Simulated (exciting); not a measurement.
# BIr (Pm-3m) in exciting: reference runs

How does BIr come out in PBEsol? The cell is run as given.

All numbers are computed with exciting (release sodium); they aren't measurements. Logs are shortened: lines on timing, memory, paths and dates and some standing lists are left out, and cuts for length are marked.

## Step 1: The structure

The structure is cubic, space group Pm-3m (No. 221). The conventional cell has a = 2.736 Å, b = 2.736 Å, c = 2.736 Å, α = 90.00°, β = 90.00°, γ = 90.00°. Around B (site symmetry m-3m) lie 8 Ir at 2.37 Å. Ir (site symmetry m-3m) has 8 B at 2.37 Å as nearest neighbours.

The cell was built by a generator and needn't be a form met in nature.

## Step 2: Single point, PBEsol

The input, input.xml:

```xml
<input>
  <title>BIr</title>
  <structure speciespath="./" tshift="false">
    <crystal scale="1">
      <basevect>5.170158396147 0.000000000000 0.000000000000</basevect>
      <basevect>0.000000000000 5.170158396147 0.000000000000</basevect>
      <basevect>0.000000000000 0.000000000000 5.170158396147</basevect>
    </crystal>
    <species speciesfile="B.xml" rmt="1.45">
      <atom coord="0.500000000000 0.500000000000 0.500000000000"/>
    </species>
    <species speciesfile="Ir.xml" rmt="2.3">
      <atom coord="0.000000000000 0.000000000000 0.000000000000"/>
    </species>
  </structure>
  <groundstate do="fromscratch" ngridk="10 10 10" rgkmax="7" gmaxvr="14" lmaxapw="10" lmaxmat="10" lmaxvr="8" xctype="GGA_PBE_SOL" stype="Fermi Dirac" swidth="0.00183747" nempty="14" ValenceRelativity="iora*" epsengy="1e-05" epspot="1e-05" maxscl="60" tforce="true" outputlevel="normal"/>
</input>
```

Potentials or basis: all-electron LAPW+lo, shipped species files, valence relativity iora*.

On the command line:

```bash
> OMP_NUM_THREADS=1 exciting_smp
```

INFO.OUT:

```text
================================================================================
EXCITING SODIUM started
[... 10 lines left out ...]

 Lattice vectors (cartesian) :
      5.1701583961      0.0000000000      0.0000000000
      0.0000000000      5.1701583961      0.0000000000
      0.0000000000      0.0000000000      5.1701583961

 Reciprocal lattice vectors (cartesian) :
      1.2152790738      0.0000000000      0.0000000000
      0.0000000000      1.2152790738      0.0000000000
      0.0000000000      0.0000000000      1.2152790738

 Unit cell volume                           :     138.2011146535
 Brillouin zone volume                      :       1.7948495862

 Species :    1 (B)
     parameters loaded from                 :    B.xml
     name                                   :    boron
     nuclear charge                         :      -5.00000000
     electronic charge                      :       5.00000000
     atomic mass                            :   19707.24741000
     muffin-tin radius                      :       1.45000000
     # of radial points in muffin-tin       :     250

     atomic positions (lattice) :
       1 :   0.50000000  0.50000000  0.50000000

 Species :    2 (Ir)
     parameters loaded from                 :    Ir.xml
     name                                   :    iridium
     nuclear charge                         :     -77.00000000
     electronic charge                      :      77.00000000
     atomic mass                            :  350390.15590000
     muffin-tin radius                      :       2.30000000
     # of radial points in muffin-tin       :     450

     atomic positions (lattice) :
       1 :   0.00000000  0.00000000  0.00000000

 Total number of atoms per unit cell        :       2

 Spin treatment                             :    spin-unpolarised

 Number of Bravais lattice symmetries       :      48
 Number of crystal symmetries               :      48

 k-point grid                               :      10   10   10
[... 30 lines left out ...]
     PBEsol, Phys. Rev. Lett. 100, 136406 (2008)
     Generalised gradient approximation (GGA)

[... 20 lines left out ...]
+ SCF iteration number :    1                                                  +
++++++++++++++++++++++++++++++++++++++++++++++++++++++++++++++++++++++++++++++++
 Total energy                               :    -17860.45719159
 _______________________________________________________________
 Fermi energy                               :         0.57363719
 Kinetic energy                             :     20382.14175507
 Coulomb energy                             :    -37894.83464850
 Exchange energy                            :      -342.25548557
 Correlation energy                         :        -5.50881258
[... 270 lines left out ...]
 RMS change in effective potential (target) :  0.122107      ( 0.100000E-04)
 Absolute change in total energy   (target) :  0.842432      ( 0.100000E-04)
 Charge distance                   (target) :  0.140987E-02  ( 0.100000E-04)
 Abs. change in max-nonIBS-force   (target) :   0.00000      ( 0.500000E-04)

++++++++++++++++++++++++++++++++++++++++++++++++++++++++++++++++++++++++++++++++
[... 20 further cycles ...]
+ SCF iteration number :   31                                                  +
++++++++++++++++++++++++++++++++++++++++++++++++++++++++++++++++++++++++++++++++
 Total energy                               :    -17877.82198052
 _______________________________________________________________
 Fermi energy                               :         0.57543403
 Kinetic energy                             :     20370.87773147
 Coulomb energy                             :    -37900.63244852
 Exchange energy                            :      -342.55476984
 Correlation energy                         :        -5.51249363
[... 275 lines left out ...]
 RMS change in effective potential (target) :  0.173766E-06  ( 0.100000E-04)
 Absolute change in total energy   (target) :  0.691405E-06  ( 0.100000E-04)
 Charge distance                   (target) :  0.235207E-09  ( 0.100000E-04)
 Abs. change in max-nonIBS-force   (target) :   0.00000      ( 0.500000E-04)

++++++++++++++++++++++++++++++++++++++++++++++++++++++++++++++++++++++++++++++++
| Convergency criteria checked for the last 2 iterations                       +
| Convergence targets achieved. Performing final SCF iteration                 +
++++++++++++++++++++++++++++++++++++++++++++++++++++++++++++++++++++++++++++++++
 Total energy                               :    -17877.82376464
 _______________________________________________________________
 Fermi energy                               :         0.57543437
 Kinetic energy                             :     20370.87672149
 Coulomb energy                             :    -37900.63318109
 Exchange energy                            :      -342.55481086
 Correlation energy                         :        -5.51249417

 DOS at Fermi energy (states/Ha/cell)       :        11.61765359

 Electron charges :
     core                                   :        50.00000000
     core leakage                           :         0.00379937
     valence                                :        32.00000000
     interstitial                           :         4.14471799
     charge in muffin-tin spheres :
                  atom     1     B          :         3.03597601
                  atom     2    Ir          :        74.81930600
     total charge in muffin-tins            :        77.85528201
     total charge                           :        82.00000000

++++++++++++++++++++++++++++++++++++++++++++++++++++++++++++++++++++++++++++++++
+ Self-consistent loop stopped                                                 +
++++++++++++++++++++++++++++++++++++++++++++++++++++++++++++++++++++++++++++++++
 STATE.OUT is written

--------------------------------------------------------------------------------
- Writing atomic positions and forces                                          -
--------------------------------------------------------------------------------

 Atomic positions (lattice) :
 atom     1   B  :     0.50000000    0.50000000    0.50000000
 atom     2  Ir  :     0.00000000    0.00000000    0.00000000

 Total atomic forces including IBS (cartesian) :
 atom     1   B  :    -0.00000000    0.00000000    0.00000000
 atom     2  Ir  :     0.00000000   -0.00000000   -0.00000000

 Atomic force components including IBS (cartesian) :
 atom     1   B  :     0.00000000    0.00000000    0.00000000   HF force
                 :     0.00000000    0.00000000    0.00000000   core correction
                 :     0.00000000    0.00000000    0.00000000   IBS correction
 atom     2  Ir  :    -0.00000000    0.00000000    0.00000000   HF force
                 :    -0.00000000    0.00000000    0.00000000   core correction
                 :     0.00000000   -0.00000000   -0.00000000   IBS correction

********************************************************************************
[... 7 lines left out ...]
| EXCITING SODIUM stopped                                                      =
================================================================================
```

It took 8.8 min on 1 thread of Intel Xeon at 2.50GHz (Skylake/Cascade Lake), shared host; peak memory 0.13 GiB.

Results:

```yaml
Free_energy: -486480.3711 eV
Band_gap_on_the_k_mesh: none (metal or under the smearing width)
All_electrons_inside_the_program's_atomic_spheres: B 3.04; Ir 74.82 (radii B 1.45, Ir 2.3 bohr)
```

Levels at points of the mesh, in eV from the Fermi level:
| k point | band 14 | band 15 | band 16 | band 17 | band 18 | band 19 |
| --- | --- | --- | --- | --- | --- | --- |
| (0.00, 0.00, 0.00) | -1.17 | -1.17 | -1.17 | 1.55 | 1.55 | 1.55 |
| (0.50, 0.00, 0.00) | -4.61 | -4.61 | -0.86 | 1.10 | 7.22 | 7.22 |
| (0.50, 0.50, 0.00) | -4.52 | -3.11 | -3.11 | 0.72 | 3.67 | 4.00 |
| (0.50, 0.50, 0.50) | -2.99 | 0.88 | 0.88 | 5.18 | 5.18 | 5.18 |

Caveat: the log's total energy holds no entropy term; the free energy is that total less TS from the occupations.
